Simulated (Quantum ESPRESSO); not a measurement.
Crystal: WS3.

```
W S
1.0
    -2.97376    2.97376    3.07849
     2.97376   -2.97376    3.07849
     2.97376    2.97376   -3.07849
W S
1 3
Direct
  0.00000 0.00000 0.00000
  0.75000 0.25000 0.50000
  0.25000 0.75000 0.50000
  0.50000 0.50000 0.00000
```

The cell was built by a generator and needn't be a form met in nature.

- Program: Quantum ESPRESSO 7.5
- Task: phonons
- Functional: PBE
- Potentials or basis: SPMS 1.0 PBE
- Cutoff: 912 eV
- Density cutoff: 3646 eV
- k mesh: 2 × 2 × 2, shifted
- Occupations: fermi-dirac, width 0.05 eV
- Spin: no spin polarisation
- Mixing beta: 0.5
- Most SCF iterations: 120
- SCF threshold: 8e-10 Ry

**Question.** Where do the zone-centre optical modes lie?

**Answer.** A2u at 506i cm⁻¹ (IR); Eu at 205i cm⁻¹ (IR); B1g at 195i cm⁻¹ (Raman); A2u at 159i cm⁻¹ (IR); Eu at 142i cm⁻¹ (IR); Eg at 131i cm⁻¹ (Raman). Imaginary frequencies mark an instability of this cell.

Optical modes at Γ, degenerate ones joined:
| cm⁻¹ | components | symmetry | active in |
| --- | --- | --- | --- |
| 506i | 1 | A2u | IR |
| 205i | 2 | Eu | IR |
| 195i | 1 | B1g | Raman |
| 159i | 1 | A2u | IR |
| 142i | 2 | Eu | IR |
| 131i | 2 | Eg | Raman |

Caveat: the k mesh is coarse (spacing up to 0.75 Å⁻¹), so the values aren't converged; the mesh is thin for the phonons of a metal; some modes are imaginary; the cell is more than 3 GPa from zero pressure, which shifts response properties.
